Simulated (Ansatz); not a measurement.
# BH5OSSeSi2: two geometries relaxed

Are the two ends of the rotation by 120° about the Si2–S3 bond separate minima, and which lies lower? Each is relaxed from a guess. SMILES of the start: [SiH3][Si]1(S)OB[Se]1.

Method: RKS PBE0/def2-SVP, in Ansatz 0.2.0.

## (1) Starting point

Bond lengths: Si1–Si2 2.283 Å, Si2–S3 2.136 Å, Si2–O4 1.628 Å, O4–B5 1.498 Å, Si2–Se6 2.175 Å, B5–Se6 2.088 Å, Si1–H7 1.442 Å, Si1–H8 1.457 Å, Si1–H9 1.502 Å, S3–H10 1.457 Å, B5–H11 1.179 Å. Angles (14 of 18 angles, heavy atoms first): Si1–Si2–S3 114.7°, Si1–Si2–O4 115.5°, Si1–Si2–Se6 114.5°, S3–Si2–O4 110.3°, S3–Si2–Se6 113.0°, O4–Si2–Se6 85.4°, Si2–O4–B5 105.8°, O4–B5–Se6 91.9°, Si2–Se6–B5 71.6°, Si2–Si1–H7 108.6°, Si2–Si1–H8 106.7°, Si2–Si1–H9 105.5°, Si2–S3–H10 91.2°, O4–B5–H11 131.5°.

Coordinates:

```xyz
11

Si    0.4172   -1.9710    0.2519
Si    0.0570    0.2438   -0.1674
S     1.5398    1.1722   -1.3924
O    -1.4342    0.6237   -0.6985
B    -1.8526    1.8296    0.0860
Se   -0.4585    1.4230    1.5865
H     1.6672   -2.1085    0.9585
H     0.4460   -2.6426   -1.0402
H    -0.7352   -2.4107    1.1085
H     2.5791    0.8677   -0.4175
H    -2.1604    2.9158   -0.2548
```

## (2) End point A

The input, input.yaml:

```yaml
crystal:
  periodic: [false, false, false]
  atoms:
    - { symbol: Si, position_ang: [0.4172, -1.971, 0.2519] }
    - { symbol: Si, position_ang: [0.057, 0.2438, -0.1674] }
    - { symbol: S, position_ang: [1.5398, 1.1722, -1.3924] }
    - { symbol: O, position_ang: [-1.4342, 0.6237, -0.6985] }
    - { symbol: B, position_ang: [-1.8526, 1.8296, 0.086] }
    - { symbol: Se, position_ang: [-0.4585, 1.423, 1.5865] }
    - { symbol: H, position_ang: [1.6672, -2.1085, 0.9585] }
    - { symbol: H, position_ang: [0.446, -2.6426, -1.0402] }
    - { symbol: H, position_ang: [-0.7352, -2.4107, 1.1085] }
    - { symbol: H, position_ang: [2.5791, 0.8677, -0.4175] }
    - { symbol: H, position_ang: [-2.1604, 2.9158, -0.2548] }
basis:
  gaussian: { orbitals: def2-SVP }
hamiltonian:
  xc: pbe0
relax:
  f_tol: 0.015
  max_steps: 40
```

Started as:

```sh
> ansatz run input.yaml --threads 2 --pin off --max-ram 3072MiB --backend cpu --events-out ev --progress --plain --runs-dir out
```

The log of the run, cut to the lines that bear on the results:

```text
Warning: RAYON_NUM_THREADS=2 ignored (pool sized by the plan → 2); use --threads N
[...]
Functional definition: PBE0
[...]
1423 factors; integrals over basis functions are off by at most 4.8e-4 eV
[...]
mean field -94707.65541142 eV, -3480.4421412152 hartree, gradient 2.9e-5 eV, S^2 0.000000; 0 other end points of the search recorded, 0 dependent functions left out
[...]
reference -94707.65544089 eV, -3480.4421422981 hartree; 48, 48 occupied and 91, 91 virtual orbitals, 1423 factors
relax step   1: F+E_penalty+E_count = -94707.65541142 eV  Δ(F+E_penalty+E_count) = +0.000e0 eV  max|allowed force component| = 4.639e0 eV/Å  Δτ_max = 0.0000 Å  (27 SCF iters, accepted)
[...]
relax step   4: F+E_penalty+E_count = -94709.21603963 eV  Δ(F+E_penalty+E_count) = -5.182e-2 eV  max|allowed force component| = 1.142e0 eV/Å  Δτ_max = 0.1940 Å  (30 SCF iters, accepted)
[...]
relax step   7: F+E_penalty+E_count = -94709.32424197 eV  Δ(F+E_penalty+E_count) = -1.189e-2 eV  max|allowed force component| = 1.807e-1 eV/Å  Δτ_max = 0.2000 Å  (30 SCF iters, accepted)
[...]
relax step  10: F+E_penalty+E_count = -94709.32907700 eV  Δ(F+E_penalty+E_count) = -1.125e-3 eV  max|allowed force component| = 1.858e-1 eV/Å  Δτ_max = 0.0539 Å  (31 SCF iters, accepted)
[...]
relax step  12: F+E_penalty+E_count = -94709.33418712 eV  Δ(F+E_penalty+E_count) = -5.110e-3 eV  max|allowed force component| = 5.562e-2 eV/Å  Δτ_max = 0.0983 Å  (30 SCF iters, accepted)
[...]
relax step  13: F+E_penalty+E_count = -94709.33596444 eV  Δ(F+E_penalty+E_count) = -1.777e-3 eV  max|allowed force component| = 3.739e-1 eV/Å  Δτ_max = 0.0978 Å  (30 SCF iters, accepted)
[...]
1423 factors; integrals over basis functions are off by at most 5.3e-4 eV
```

## (3) The log goes on: end point A relaxed

Output, continued, cut to the lines that bear on the results:

```text
mean field -94709.34951730 eV, -3480.5043984580 hartree, gradient 8.6e-6 eV, S^2 0.000000; 0 other end points of the search recorded, 0 dependent functions left out
[...]
reference -94709.34954667 eV, -3480.5043995372 hartree; 48, 48 occupied and 91, 91 virtual orbitals, 1423 factors
relax step  14: F+E_penalty+E_count = -94709.34951730 eV  Δ(F+E_penalty+E_count) = -1.355e-2 eV  max|allowed force component| = 1.732e-1 eV/Å  Δτ_max = 0.1499 Å  (29 SCF iters, accepted)
[...]
relax step  16: F+E_penalty+E_count = -94709.33999266 eV  Δ(F+E_penalty+E_count) = +1.379e-2 eV  max|allowed force component| = 9.938e-1 eV/Å  Δτ_max = 0.1973 Å  (29 SCF iters, rejected (line search))
[...]
relax step  18: F+E_penalty+E_count = -94709.36917471 eV  Δ(F+E_penalty+E_count) = -6.666e-3 eV  max|allowed force component| = 7.392e-2 eV/Å  Δτ_max = 0.1000 Å  (31 SCF iters, accepted)
[...]
Atom 1 at     0.282990     0.506584    -0.006070 Å, force     0.000117    -0.007689    -0.002373 eV/Å
Atom 2 at     2.071036     1.287801    -0.861510 Å, force    -0.002312    -0.010325    -0.001739 eV/Å
Atom 3 at    -1.145551     0.929975    -0.871971 Å, force     0.005255     0.014616     0.011396 eV/Å
Atom 4 at    -1.719119     1.695182     0.096963 Å, force    -0.005833    -0.014581    -0.007284 eV/Å
Atom 5 at    -0.511728     1.810987     1.679991 Å, force     0.003388    -0.000058    -0.007315 eV/Å
Atom 6 at     1.398259    -2.088803     1.385260 Å, force    -0.005372    -0.002692    -0.005727 eV/Å
Atom 7 at     0.761029    -2.491257    -0.934057 Å, force    -0.001391     0.006043     0.006313 eV/Å
Atom 8 at    -0.968236    -2.291115     0.785775 Å, force     0.004203     0.002605    -0.002664 eV/Å
Atom 9 at     2.330184     0.183694    -1.600513 Å, force    -0.001993     0.005447     0.003752 eV/Å
Atom 10 at    -2.804579     2.207743     0.008350 Å, force    -0.003798     0.005581     0.001158 eV/Å
Dipole moment:     0.170797    -0.404948    -0.093458 e Å
```

Wall time 2.7 min (2 threads of Arm Neoverse V1, shared host); peak memory 0.41 GiB.

Relaxation path:

| step | energy from step 1 (eV) | largest force component (eV/Å) |
| --- | --- | --- |
| 1 | 0.0000 | 4.6391 |
| 2 | -1.2377 | 2.2255 |
| 3 | -1.5088 | 1.0942 |
| 4 | -1.5606 | 1.1421 |
| 5 | -1.6204 | 0.5335 |
| 6 | -1.6569 | 0.2483 |
| 7 | -1.6688 | 0.1807 |
| 8 | -1.6704 | 0.1207 |
| 9 | -1.6725 | 0.0985 |
| 10 | -1.6737 | 0.1858 |
| 11x | -1.5962 | 1.6115 |
| 12 | -1.6788 | 0.0556 |
| 13 | -1.6806 | 0.3739 |
| 14 | -1.6941 | 0.1732 |
| 15 | -1.6984 | 0.1927 |
| 16x | -1.6846 | 0.9938 |
| 17 | -1.7071 | 0.1319 |
| 18 | -1.7138 | 0.0739 |
| 19 | -1.7168 | 0.0745 |
| 20 | -1.7173 | 0.1498 |
| 21 | -1.7188 | 0.0188 |
| 22 | -1.7190 | 0.0082 |
| 23 | -1.7191 | 0.0146 |

Step 1 is the start. 2 steps were tried and not accepted (marked x).

After: Bond lengths: Si1–Si2 2.342 Å, Si2–S3 2.131 Å, Si2–O4 1.723 Å, O4–B5 1.361 Å, Si2–Se6 2.275 Å, B5–Se6 1.994 Å, Si1–H7 1.493 Å, Si1–H8 1.496 Å, Si1–H9 1.493 Å, S3–H10 1.354 Å, B5–H11 1.204 Å. Angles (14 of 18 angles, heavy atoms first): Si1–Si2–S3 112.9°, Si1–Si2–O4 110.4°, Si1–Si2–Se6 118.1°, S3–Si2–O4 113.8°, S3–Si2–Se6 112.4°, O4–Si2–Se6 86.7°, Si2–O4–B5 97.5°, O4–B5–Se6 110.0°, Si2–Se6–B5 65.8°, Si2–Si1–H7 108.4°, Si2–Si1–H8 109.6°, Si2–Si1–H9 109.3°, Si2–S3–H10 94.6°, O4–B5–H11 124.5°.

Pairs that crossed the distance rule for bonds on the way: came closer Si2–B5.

## (4) Relaxing end B

The second end starts from a geometry with the move made by hand.

input.yaml, as its differences from that of step 2:

```diff
@@ -12,3 +12,3 @@
     - { symbol: H, position_ang: [-0.7352, -2.4107, 1.1085] }
-    - { symbol: H, position_ang: [2.5791, 0.8677, -0.4175] }
+    - { symbol: H, position_ang: [1.26718, 0.24159, -2.48003] }
     - { symbol: H, position_ang: [-2.1604, 2.9158, -0.2548] }
```

Started as:

```sh
> ansatz run input.yaml --threads 2 --pin off --max-ram 3072MiB --backend cpu --events-out ev --progress --plain --runs-dir out
```

The log of the run, cut to the lines that bear on the results:

```text
Warning: RAYON_NUM_THREADS=2 ignored (pool sized by the plan → 2); use --threads N
[...]
[... 1 set-up line as earlier in the session ...]
[...]
1423 factors; integrals over basis functions are off by at most 4.8e-4 eV
[...]
mean field -94707.72347985 eV, -3480.4446426839 hartree, gradient 9.2e-6 eV, S^2 0.000000; 0 other end points of the search recorded, 0 dependent functions left out
[...]
reference -94707.72350915 eV, -3480.4446437607 hartree; 48, 48 occupied and 91, 91 virtual orbitals, 1423 factors
relax step   1: F+E_penalty+E_count = -94707.72347985 eV  Δ(F+E_penalty+E_count) = +0.000e0 eV  max|allowed force component| = 4.612e0 eV/Å  Δτ_max = 0.0000 Å  (28 SCF iters, accepted)
[...]
relax step   3: F+E_penalty+E_count = -94709.19070946 eV  Δ(F+E_penalty+E_count) = -2.864e-1 eV  max|allowed force component| = 7.637e-1 eV/Å  Δτ_max = 0.1943 Å  (30 SCF iters, accepted)
[...]
Atom 1 at     0.167064     0.439071    -0.291091 Å, force    -0.010185    -0.007679     0.004456 eV/Å
Atom 2 at     1.728380     1.086126    -1.587009 Å, force     0.002896     0.003404    -0.004439 eV/Å
Atom 3 at    -1.412500     0.858173    -0.838020 Å, force    -0.006668     0.007553     0.002270 eV/Å
Atom 4 at    -1.733433     1.706984     0.176723 Å, force     0.010757    -0.009635    -0.008558 eV/Å
Atom 5 at    -0.190236     1.885082     1.427635 Å, force    -0.000259     0.005901     0.007948 eV/Å
Atom 6 at     1.529753    -2.113267     0.959054 Å, force    -0.001154     0.000442     0.002004 eV/Å
Atom 7 at     0.315013    -2.623921    -1.091268 Å, force     0.000952     0.000329     0.000158 eV/Å
Atom 8 at    -0.915619    -2.247073     0.989422 Å, force    -0.000424     0.001313    -0.002420 eV/Å
Atom 9 at     1.785463    -0.077446    -2.275597 Å, force     0.002006    -0.001195    -0.003747 eV/Å
Atom 10 at    -2.799251     2.252901     0.300221 Å, force    -0.000063    -0.000204     0.001214 eV/Å
Dipole moment:     0.135195    -0.415972    -0.098044 e Å
```

Wall time 80 s (2 threads of Arm Neoverse V1, shared host); peak memory 0.41 GiB.

The steps of the relaxation:

| step | energy from step 1 (eV) | largest force component (eV/Å) |
| --- | --- | --- |
| 1 | 0.0000 | 4.6120 |
| 2 | -1.1809 | 2.2824 |
| 3 | -1.4672 | 0.7637 |
| 4 | -1.5569 | 0.5572 |
| 5 | -1.6091 | 0.2433 |
| 6 | -1.6319 | 0.2063 |
| 7 | -1.6436 | 0.2017 |
| 8 | -1.6491 | 0.1293 |
| 9 | -1.6502 | 0.0725 |
| 10 | -1.6508 | 0.0260 |
| 11 | -1.6509 | 0.0108 |

Step 1 is the start.

After: Bond lengths: Si1–Si2 2.341 Å, Si2–S3 2.130 Å, Si2–O4 1.723 Å, O4–B5 1.361 Å, Si2–Se6 2.274 Å, B5–Se6 1.994 Å, Si1–H7 1.493 Å, Si1–H8 1.496 Å, Si1–H9 1.492 Å, S3–H10 1.353 Å, B5–H11 1.204 Å. Angles (14 of 18 angles, heavy atoms first): Si1–Si2–S3 112.7°, Si1–Si2–O4 110.3°, Si1–Si2–Se6 118.3°, S3–Si2–O4 113.9°, S3–Si2–Se6 112.4°, O4–Si2–Se6 86.6°, Si2–O4–B5 97.5°, O4–B5–Se6 109.9°, Si2–Se6–B5 65.8°, Si2–Si1–H7 108.6°, Si2–Si1–H8 109.4°, Si2–Si1–H9 109.4°, Si2–S3–H10 94.5°, O4–B5–H11 124.6°.

Pairs that crossed the distance rule for bonds on the way: came closer Si2–B5.

## (5) What came out

```
                           quantity                     value
                              end A  20 moves, 1.719 eV lower
                              end B  10 moves, 1.651 eV lower
largest difference between the ends                    0.03 Å
            end B relative to end A                 +0.000 eV
```

**Reading.** The two relaxations end at one structure, within 0.03 Å: no second minimum was found from this start, which doesn't rule one out.
